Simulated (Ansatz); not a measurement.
**C3H11NSi: up Jacob's ladder to CCSD(T)**

One table from this session's results is given with a row withheld; the runs are named, their logs left out.

Computed with Ansatz 0.2.0, Gaussian basis. Level: functionals in def2-TZVPP, the program's frozen cores in correlated methods.

The runs, in order: LDA (SPW92), PBE-D4, revPBE-D4, BLYP-D4, r2SCAN-D4, B97M-V, PBE0-D4, B3LYP-D4, r2SCANh-D4, r2SCAN0-D4, HSE06-D4, BHLYP-D4, CAM-B3LYP-D4, LC-ωPBE, ωB97X-V, ωB97M-V, B2PLYP, PBE-QIDH; CCSD(T)/def2-SVP; CCSD(T)/def2-TZVPP; MP2/def2-QZVPP; extrapolation to the limit; RPA on PBE.

## The geometry

All runs share one geometry, relaxed beforehand with PBE0-D4 in a triple-zeta def2 set.

SMILES `CC(C)N[SiH3]`, 16 atoms, charge 0, spin multiplicity 1.

Atoms are counted from 1 here; the program's logs count them from 0.

Bond lengths: C1–C2 1.518 Å, C1–H6 1.094 Å, C1–H7 1.092 Å, C1–H8 1.093 Å, C2–C3 1.518 Å, C2–N4 1.456 Å, C2–H9 1.103 Å, C3–H10 1.092 Å, C3–H11 1.093 Å, C3–H12 1.094 Å, N4–Si5 1.720 Å, N4–H13 1.009 Å, Si5–H14 1.487 Å, Si5–H15 1.495 Å, Si5–H16 1.486 Å. Angles: C2–C1–H6 111.8°, C2–C1–H7 110.4°, C2–C1–H8 110.5°, H6–C1–H7 107.3°, H6–C1–H8 108.1°, H7–C1–H8 108.7°, C1–C2–C3 111.1°, C1–C2–N4 110.2°, C1–C2–H9 107.6°, C3–C2–N4 109.7°, C3–C2–H9 107.9°, N4–C2–H9 110.4°, C2–C3–H10 110.9°, C2–C3–H11 110.3°, C2–C3–H12 111.0°, H10–C3–H11 108.7°, H10–C3–H12 107.7°, H11–C3–H12 108.1° and more.

Set-up of the first run:

in.yaml reads:

```yaml
crystal:
  periodic: [false, false, false]
  atoms:
    - {symbol: C, position_ang: [0.212056, 0.510303, -1.362300]}
    - {symbol: C, position_ang: [0.634600, 0.260874, 0.074156]}
    - {symbol: C, position_ang: [1.884232, -0.599263, 0.134197]}
    - {symbol: N, position_ang: [-0.442129, -0.385860, 0.809776]}
    - {symbol: Si, position_ang: [-2.108424, 0.032651, 0.732944]}
    - {symbol: H, position_ang: [-0.668535, 1.157153, -1.419569]}
    - {symbol: H, position_ang: [1.014481, 1.003300, -1.914727]}
    - {symbol: H, position_ang: [-0.027039, -0.433193, -1.859805]}
    - {symbol: H, position_ang: [0.874903, 1.238224, 0.524771]}
    - {symbol: H, position_ang: [2.716739, -0.114240, -0.380771]}
    - {symbol: H, position_ang: [1.699511, -1.569005, -0.335332]}
    - {symbol: H, position_ang: [2.190443, -0.775140, 1.169502]}
    - {symbol: H, position_ang: [-0.133243, -0.770779, 1.689366]}
    - {symbol: H, position_ang: [-2.726611, -0.365399, -0.559947]}
    - {symbol: H, position_ang: [-2.378082, 1.493963, 0.899788]}
    - {symbol: H, position_ang: [-2.765903, -0.705990, 1.842451]}
basis:
  gaussian: {orbitals: def2-TZVPP}
hamiltonian: {xc: lda}
output: {orbitals: {seedname: orbitals}}
```

Started as:

```bash
$ ansatz run in.yaml --threads 4 --pin off --events-out ev --progress --plain --max-ram 11315MiB
```

Among the steps run: LDA; PBE-D4 (GGA); revPBE-D4 (GGA); BLYP-D4 (GGA); r2SCAN-D4 (meta-GGA); B97M-V (meta-GGA); B3LYP-D4 (hybrid); r2SCANh-D4 (hybrid); r2SCAN0-D4 (hybrid); HSE06-D4 (hybrid); BHLYP-D4 (hybrid); CAM-B3LYP-D4 (range-separated); LC-ωPBE (range-separated); ωB97X-V (range-separated); ωB97M-V (range-separated); B2PLYP (double hybrid); PBE-QIDH (double hybrid).

One table of the session follows, with a row left open; its other results are not shown here.

It belongs to the step «Frontier levels by functional». 

| functional | HOMO (eV) | LUMO (eV) | gap (eV) |
| --- | --- | --- | --- |
| LDA (SPW92) | -5.53 | -0.51 | 5.02 |
| PBE-D4 | -5.42 | -0.28 | 5.14 |
| revPBE-D4 | -5.37 | -0.17 | 5.20 |
| BLYP-D4 | -5.31 | -0.19 | 5.12 |
| r2SCAN-D4 | -5.68 | 0.23 | 5.90 |
| B97M-V | -5.87 | -0.16 | 5.71 |
| PBE0-D4 | -6.75 | 0.56 | 7.31 |
| B3LYP-D4 | -6.54 | 0.30 | 6.84 |
| r2SCANh-D4 | -6.18 | 0.49 | 6.68 |
| r2SCAN0-D4 | -6.94 | 0.88 | 7.82 |
| HSE06-D4 | -6.35 | 0.18 | 6.54 |
| BHLYP-D4 | -8.04 | 1.29 | 9.34 |
| CAM-B3LYP-D4 | -8.15 | 1.43 | 9.59 |
| LC-ωPBE | -9.50 | 2.66 | 12.16 |
| ωB97X-V | ? | ? | ? |
| ωB97M-V | -9.09 | 2.08 | 11.17 |

Q: Estimate the row for ωB97X-V from the others.

As computed: HOMO (eV): -9.17; LUMO (eV): 2.47; gap (eV): 11.64. In the column «HOMO (eV)» it lies between LC-ωPBE (-9.50) and ωB97M-V (-9.09).
